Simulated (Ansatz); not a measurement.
**CH₆OSSi₂: a ladder of functionals and wavefunction methods**

An exercise on one series of results from a longer session: the logs are not shown, and one member is left open.

Method: functionals in def2-TZVPP, the program's frozen cores in correlated methods; program: Ansatz 0.2.0, Gaussian basis.

The runs, in order: LDA (SPW92), PBE-D4, revPBE-D4, BLYP-D4, r2SCAN-D4, B97M-V, PBE0-D4, B3LYP-D4, r2SCANh-D4, r2SCAN0-D4, HSE06-D4, BHLYP-D4, CAM-B3LYP-D4, LC-ωPBE, ωB97X-V, ωB97M-V, B2PLYP, PBE-QIDH; CCSD(T)/def2-SVP; CCSD(T)/def2-TZVPP; MP2/def2-QZVPP; extrapolation to the limit; RPA on PBE.

### Structure used throughout

The geometry comes from an earlier relaxation with PBE0-D4 in a triple-zeta def2 set; it is a stationary point, not always the lowest conformer.

SMILES `O[Si]1(S)C[SiH2]1`, 11 atoms, charge 0, spin multiplicity 1.

Atoms are counted from 1 here; the program's logs count them from 0.

Bond lengths: O1–Si2 1.642 Å, O1–H6 0.960 Å, Si2–S3 2.123 Å, Si2–C4 1.860 Å, Si2–Si5 2.242 Å, S3–H7 1.347 Å, C4–Si5 1.929 Å, C4–H8 1.090 Å, C4–H9 1.088 Å, Si5–H10 1.483 Å, Si5–H11 1.483 Å. Angles: Si2–O1–H6 116.5°, O1–Si2–S3 114.6°, O1–Si2–C4 113.2°, O1–Si2–Si5 124.7°, S3–Si2–C4 118.0°, S3–Si2–Si5 117.2°, C4–Si2–Si5 55.2°, Si2–S3–H7 95.1°, Si2–C4–Si5 72.5°, Si2–C4–H8 116.9°, Si2–C4–H9 118.6°, Si5–C4–H8 114.5°, Si5–C4–H9 117.5°, H8–C4–H9 111.7°, Si2–Si5–C4 52.3°, Si2–Si5–H10 123.6°, Si2–Si5–H11 122.2°, C4–Si5–H10 116.6° and more.

Set-up of the first run:

in.yaml reads:

```yaml
crystal:
  periodic: [false, false, false]
  atoms:
    - {symbol: O, position_ang: [-0.846973, 1.277206, 1.471537]}
    - {symbol: Si, position_ang: [0.122753, 0.598572, 0.333688]}
    - {symbol: S, position_ang: [1.481544, 1.946487, -0.585713]}
    - {symbol: C, position_ang: [-0.766506, -0.620919, -0.752707]}
    - {symbol: Si, position_ang: [0.602293, -1.587577, 0.202722]}
    - {symbol: H, position_ang: [-0.407367, 1.722416, 2.199094]}
    - {symbol: H, position_ang: [0.526605, 2.730417, -1.122387]}
    - {symbol: H, position_ang: [-1.785638, -0.882762, -0.469387]}
    - {symbol: H, position_ang: [-0.658932, -0.533460, -1.831470]}
    - {symbol: H, position_ang: [1.716934, -2.135859, -0.607066]}
    - {symbol: H, position_ang: [0.080686, -2.571518, 1.182287]}
basis:
  gaussian: {orbitals: def2-TZVPP}
hamiltonian: {xc: lda}
output: {orbitals: {seedname: orbitals}}
```

Launch:

```bash
ansatz run in.yaml --threads 4 --pin off --events-out ev --progress --plain --max-ram 10444MiB
```

Steps of the session up to this table: LDA; PBE-D4 (GGA); revPBE-D4 (GGA); BLYP-D4 (GGA); r2SCAN-D4 (meta-GGA); B97M-V (meta-GGA); PBE0-D4 (hybrid); B3LYP-D4 (hybrid); r2SCANh-D4 (hybrid); r2SCAN0-D4 (hybrid); HSE06-D4 (hybrid); BHLYP-D4 (hybrid); CAM-B3LYP-D4 (range-separated); LC-ωPBE (range-separated); ωB97X-V (range-separated); ωB97M-V (range-separated); B2PLYP (double hybrid); PBE-QIDH (double hybrid).

One table of the session follows, with a row left open; its other results are not shown here.

It belongs to the step «Frontier levels by functional». 

```
  functional  HOMO (eV)  gap (eV)
 LDA (SPW92)      -5.67      4.27
      PBE-D4      -5.56      4.36
   revPBE-D4      -5.51      4.41
     BLYP-D4      -5.42      4.34
   r2SCAN-D4      -5.76      4.88
      B97M-V      -5.78      4.80
     PBE0-D4      -6.60      6.26
    B3LYP-D4          ?         ?
  r2SCANh-D4      -6.14      5.56
  r2SCAN0-D4      -6.73      6.58
    HSE06-D4      -6.21      5.50
    BHLYP-D4      -7.54      8.09
CAM-B3LYP-D4      -7.84      8.49
     LC-ωPBE      -9.09     10.90
     ωB97X-V      -8.79     10.48
     ωB97M-V      -8.59      9.97
```

Q: Estimate the row for B3LYP-D4 from the others.

Worked estimate for «HOMO (eV)». Against the share of exact exchange, BLYP-D4 (0, -5.42), BHLYP-D4 (0.5, -7.54) give a slope of -4.24 per unit share; at 0.2 the line stands at -6.27.

The run gave: HOMO (eV): -6.41; gap (eV): 5.85. In «HOMO (eV)» the line misses by +0.14.
